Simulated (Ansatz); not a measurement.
# ClFH6N2SSi2: a ladder of functionals and wavefunction methods

One table from this session's results is given with a row withheld; the runs are named, their logs left out.

Method: functionals in def2-TZVPP, the program's frozen cores in correlated methods; program: Ansatz 0.2.0, Gaussian basis.

Levels to be run: PBE-D4, r2SCAN-D4, PBE0-D4, B3LYP-D4, ωB97X-V, ωB97M-V, B2PLYP; CCSD(T)/def2-TZVPP; MP2/def2-QZVPP; extrapolation to the limit.

## Structure used throughout

All runs share one geometry, relaxed beforehand with PBE0-D4 in a triple-zeta def2 set.

13 atoms, charge 0, spin multiplicity 1.

Atoms are counted from 1 here; the program's logs count them from 0.

Bond lengths: N1–Si2 1.681 Å, N1–H8 1.005 Å, N1–H9 1.010 Å, Si2–F3 1.597 Å, Si2–S4 2.144 Å, Si2–H10 1.476 Å, S4–Si5 2.113 Å, Si5–N6 1.718 Å, Si5–Cl7 2.053 Å, Si5–H11 1.480 Å, N6–H12 1.010 Å, N6–H13 1.010 Å. Angles: Si2–N1–H8 121.8°, Si2–N1–H9 122.0°, H8–N1–H9 114.0°, N1–Si2–F3 114.1°, N1–Si2–S4 111.8°, N1–Si2–H10 110.6°, F3–Si2–S4 102.6°, F3–Si2–H10 105.2°, S4–Si2–H10 112.1°, Si2–S4–Si5 103.1°, S4–Si5–N6 109.9°, S4–Si5–Cl7 115.5°, S4–Si5–H11 104.3°, N6–Si5–Cl7 105.5°, N6–Si5–H11 116.2°, Cl7–Si5–H11 105.9°, Si5–N6–H12 117.3°, Si5–N6–H13 118.0° and more.

The first run:

Input file in.yaml:

```yaml
crystal:
  periodic: [false, false, false]
  atoms:
    - {symbol: N, position_ang: [-0.163375, 1.573962, -0.673704]}
    - {symbol: Si, position_ang: [-0.210201, 1.624668, 1.006331]}
    - {symbol: F, position_ang: [-1.523724, 2.311809, 1.601558]}
    - {symbol: S, position_ang: [-0.280488, -0.340210, 1.861719]}
    - {symbol: Si, position_ang: [0.506355, -1.558211, 0.325244]}
    - {symbol: N, position_ang: [-0.518912, -1.495923, -1.051889]}
    - {symbol: Cl, position_ang: [2.369444, -1.028169, -0.353998]}
    - {symbol: H, position_ang: [0.374615, 2.233455, -1.208847]}
    - {symbol: H, position_ang: [-0.437737, 0.751598, -1.192397]}
    - {symbol: H, position_ang: [0.915809, 2.418947, 1.534535]}
    - {symbol: H, position_ang: [0.668822, -2.886010, 0.958028]}
    - {symbol: H, position_ang: [-1.502692, -1.670195, -0.904255]}
    - {symbol: H, position_ang: [-0.197886, -1.935731, -1.902325]}
basis:
  gaussian: {orbitals: def2-TZVPP}
hamiltonian: {xc: pbe, dispersion: d4}
output: {forces: true, orbitals: {seedname: orbitals}}
```

On the command line:

```sh
$ ansatz run in.yaml --threads 2 --pin off --events-out ev --progress --plain --max-ram 32768MiB --backend cuda --devices 0, --max-vram 18GiB
```

Steps of the session up to this table: PBE-D4 (GGA); r2SCAN-D4 (meta-GGA); PBE0-D4 (hybrid); B3LYP-D4 (hybrid); ωB97X-V (range-separated); ωB97M-V (range-separated); B2PLYP (double hybrid); CCSD(T) in def2-TZVPP; MP2 in def2-QZVPP.

One of the session's tables, all rows but one given; the rest of the session is left out.

| method | atomisation energy (kJ/mol) |
| --- | --- |
| PBE-D4 | 4696.5 |
| r2SCAN-D4 | 4634.1 |
| PBE0-D4 | 4613.5 |
| B3LYP-D4 | 4624.9 |
| ωB97X-V | 4674.8 |
| ωB97M-V | 4671.5 |
| B2PLYP | 4561.8 |
| HF/def2-TZVPP | 3256.7 |
| MP2/def2-TZVPP | 4582.9 |
| CCSD/def2-TZVPP | 4399.4 |
| CCSD(T)/def2-TZVPP | ? |
| MP2/CBS | 4755.1 |
| CCSD(T)/CBS | 4650.9 |

**Question.** Estimate the row for CCSD(T)/def2-TZVPP.

As computed: atomisation energy (kJ/mol): 4478.6. In the column «atomisation energy (kJ/mol)» it lies between CCSD/def2-TZVPP (4399.4) and B2PLYP (4561.8).

Limits of these values: Free atoms (2 N, 2 Si, 1 F, 1 S, 1 Cl, 6 H) were run apart at each level; the atomisation energy is their sum less the molecule, without zero-point or spin-orbit terms.
